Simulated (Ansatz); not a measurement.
# CdSi4O: what a guessed cell relaxes into, part 3 of 3

Aim: relax a trial structure of CdSi4O and see where it ends.

Ansatz 0.2.0; DFT PBE, scalar-relativistic, plane waves, PAW. Earlier steps stand in the parts before.

## Step 4: Variant: mixing.algorithm broyden, mixing.beta 0.5

Input file input.yaml:

```yaml
crystal:
  lattice:
    - [0.0, 3.6017496232, 3.6017496232]
    - [3.6017496232, 0.0, 3.6017496232]
    - [3.6017496232, 3.6017496232, 0.0]
  atoms:
    - { symbol: Cd, position: [0.5, 0.5, 0.5] }
    - { symbol: Si, position: [0.6301580995, 0.1232806335, 0.1232806335] }
    - { symbol: Si, position: [0.1232806335, 0.1232806335, 0.1232806335] }
    - { symbol: Si, position: [0.1232806335, 0.1232806335, 0.6301580995] }
    - { symbol: Si, position: [0.1232806335, 0.6301580995, 0.1232806335] }
    - { symbol: O, position: [0.75, 0.75, 0.75] }
basis:
  ecutwfc: 420
kpoints:
  mp_grid: { grid: [10, 10, 10] }
hamiltonian:
  xc: pbe
scf:
  occupations: { method: gaussian, width: 0.1 }
  mixing: { algorithm: broyden, beta: 0.5 }
output:
  forces: true
  eigenvalues: true
  stress: true
```

Started as:

```sh
> ansatz run input.yaml --threads 1 --pin off --max-ram 2048MiB --backend cpu --events-out ev --progress --plain --runs-dir out
```

Log (excerpt; [...] marks lines left out):

```text
Warning: RAYON_NUM_THREADS=1 ignored (pool sized by the plan → 1); use --threads N
[...]
Pseudopotentials: kind: paw
Pseudopotential: Cd, paw, valence charge 20, recommended cutoff 420 eV (normal), Cd.paw.azcp
Pseudopotential: Si, paw, valence charge 4, recommended cutoff 420 eV (normal), Si.paw.azcp
Pseudopotential: O, paw, valence charge 6, recommended cutoff 420 eV (normal), O.paw.azcp
Functional definition: PBE
[...]
Crystal: 6 atoms, lattice volume = 93.448 Å³
[...]
  atom   3  Si     0.00003600     0.00003600     0.00003600
  atom   4  Si    -0.00003600    -0.00003600     0.00003600
  atom   5  Si    -0.00003600     0.00003600    -0.00003600
  atom   6  O      0.00000000    -0.00000000    -0.00000000
[...]
--- Stress (GPa, compression-positive) ---
       -0.048890      -0.000000      -0.000000
       -0.000000      -0.048890       0.000000
       -0.000000       0.000000      -0.048890
  P = ⅓ Tr σ = -0.0489 GPa (-0.489 kbar)
--- Band table (eV; the first three rows and the last of 47) ---
[... band rows left out ...]
[...]
```

It took 10 s on 1 thread of Arm Neoverse V2, shared host; peak memory 0.36 GiB.

| run | ending | energy change | pressure (GPa) | gap (eV) | force (eV/Å) | cycles | time |
| --- | --- | --- | --- | --- | --- | --- | --- |
| step 3 | converged | 0 | 0.0 | 0.00 | 0.00 | - | 62 s |
| variant | converged | 0.0 meV/atom | 0.0 | 0.00 | 0.00 | 8 | 10 s |

The changed mixing doesn't alter the result here (within 0.5 meV/atom).

## Step 5: Results

What follows sums up all 3 parts. Changes of volume or cell count from the first structure of part 1.

| quantity | value |
| --- | --- |
| symmetry at the end (tolerance 0.05 Å) | space group F-43m (No. 216) |
| conventional cell | a = 7.203 Å, b = 7.203 Å, c = 7.203 Å, α = 90.00°, β = 90.00°, γ = 90.00° |
| volume | 15.57 Å³/atom |
| energy over the elements (uncorrected; H, N, O, F and Cl as molecules) | +0.56 eV/atom |
| gap on the mesh | none (metal) |

In words: The space group F-43m (No. 216) is kept, and the volume per atom shrinks by 3.3 % from the first guess. The formation energy is positive, so the separate elements lie lower. No finished test with a distortion of lower symmetry is shown, so the end may be a saddle point. The final runs have no spin polarisation, so no magnetic state was tried and one may lie lower.
